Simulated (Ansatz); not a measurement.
# NbSiCl: the cost of one run

Program: Ansatz 0.2.0. Level of theory: DFT PBE, scalar-relativistic, plane waves, PAW. These are calculated values, not measurements.

## (1) Starting point

It takes space group P4/nmm (No. 129, tetragonal). The conventional cell has a = 3.381 Å, b = 3.381 Å, c = 11.710 Å, α = 90.00°, β = 90.00°, γ = 90.00°. Nb (site symmetry 4mm) is surrounded by 5 Si at 2.65 to 2.86 Å and 4 Nb at 2.95 Å. Si (site symmetry 4mm) has 1 Cl at 2.08 Å and 5 Nb at 2.65 to 2.86 Å as nearest neighbours. Cl (site symmetry 4mm) is surrounded by 1 Si at 2.08 Å.

As a file:

```
CELL_PARAMETERS angstrom
3.38138 0.00000 0.00000
0.00000 3.38138 0.00000
0.00000 0.00000 11.71026
ATOMIC_POSITIONS crystal
Nb 0.00000 0.50000 0.57343
Nb 0.50000 0.00000 0.42657
Si 0.00000 0.50000 0.32945
Si 0.50000 0.00000 0.67055
Cl 0.00000 0.50000 0.15174
Cl 0.50000 0.00000 0.84826
```

It is the end of an earlier relaxation with the same method, from a database cell with other species swapped in; it is a trial structure. At a tolerance of 0.05 Å it has space group P4/nmm (No. 129); it has 22.32 Å³/atom, an uncorrected energy of -0.44 eV/atom over the elements.

## (2) Electronic structure at the relaxed geometry

Input file input.yaml:

```yaml
crystal:
  lattice:
    - [3.3813791686, 0.0, 0.0]
    - [0.0, 3.3813791686, 0.0]
    - [0.0, 0.0, 11.7102600781]
  atoms:
    - { symbol: Nb, position: [0.0, 0.5, 0.5734270528] }
    - { symbol: Nb, position: [0.5, 0.0, 0.4265729472] }
    - { symbol: Si, position: [0.0, 0.5, 0.3294524608] }
    - { symbol: Si, position: [0.5, 0.0, 0.6705475392] }
    - { symbol: Cl, position: [0.0, 0.5, 0.1517360579] }
    - { symbol: Cl, position: [0.5, 0.0, 0.8482639421] }
basis:
  ecutwfc: 420
kpoints:
  mp_grid: { grid: [12, 12, 4] }
  band_path:
    path:
      - [[0.0, 0.0, 0.0], [0.0, 0.5, 0.0], [0.5, 0.5, 0.0], [0.0, 0.0, 0.0], [0.0, 0.0, 0.5], [0.0, 0.5, 0.5], [0.5, 0.5, 0.5], [0.0, 0.0, 0.5]]
      - [[0.0, 0.5, 0.0], [0.0, 0.5, 0.5]]
      - [[0.5, 0.5, 0.0], [0.5, 0.5, 0.5]]
    npoints: 14
hamiltonian:
  xc: pbe
scf:
  occupations: { method: gaussian, width: 0.1 }
  n_extra_bands: 15
output:
  forces: true
  stress: true
  eigenvalues: true
  populations: true
  dos: { projected: true, de: 0.02, nscf_kmesh: { grid: [15, 15, 5] } }
  bader: true
  write_density: true
  write_potential: true
  elf: true
  volumetric_format: npy
```

On the command line:

```sh
$ ansatz run input.yaml --threads 1 --pin off --max-ram 2048MiB --backend cpu --events-out ev --progress --plain --runs-dir out
```

**Question.** How long does this run take on 1 thread of Arm Neoverse V2, shared host, and how much memory does it need?

About 1.7 min, with a peak of 0.68 GiB.
